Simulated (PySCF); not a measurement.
# C2H7NO2Si: the cost of one run

Programs: PySCF 2.14.0, with density-fitted response routines of our own. Each step states its level of theory. These are calculated values for one molecule in the gas phase, unless marked as measured. Atoms count from 0, in the outputs and in this text.

## (1) The starting structure

13 atoms, charge 0, multiplicity 1; geometry from: GFN2-xTB. The atoms were then displaced at random by about 0.01 Å, so the start is not that level's minimum.

Bonds of the start (Å): N0–Si1 1.74, Si1–O2 1.64, O2–C3 1.35, C3–C4 1.54, C4–O5 1.40, O5–Si1 1.64, N0–H6 1.02, N0–H7 0.98, Si1–H8 1.44, C3–H9 1.12, C3–H10 1.10, C4–H11 1.08, C4–H12 1.10.

## (2) Optimising the geometry at PBE0-D3(BJ)/def2-SVP

Job settings and geometry (Å):

```
{"job": {"xc": "PBE0", "basis": "def2-SVP", "d3": "d3bj", "grid": 1, "shake": 0.01, "kind": "geom"}, "charge": 0, "multiplicity": 1}
N      2.102990     0.144780     1.030440
Si     1.019050     0.176920    -0.331980
O      0.107610    -1.192280    -0.311390
C     -1.201850    -0.889630    -0.377740
C     -1.429290     0.576430     0.024290
O     -0.211880     1.249950    -0.148110
H      2.613360     1.011350     1.200950
H      2.702450    -0.622930     1.122110
H      1.597570     0.411560    -1.631770
H     -1.782760    -1.569960     0.299300
H     -1.586900    -1.050590    -1.394530
H     -2.183140     1.071900    -0.571320
H     -1.741390     0.665610     1.079430
```

Started as:

```bash
OMP_NUM_THREADS=1 python probes_run.py task.json out
```

This one command runs all jobs of the session in turn.

Q: Estimate the wall time and peak memory of this first job on 1 thread of Arm Neoverse V1, shared host.

About 96 s, with a peak of 0.52 GiB.
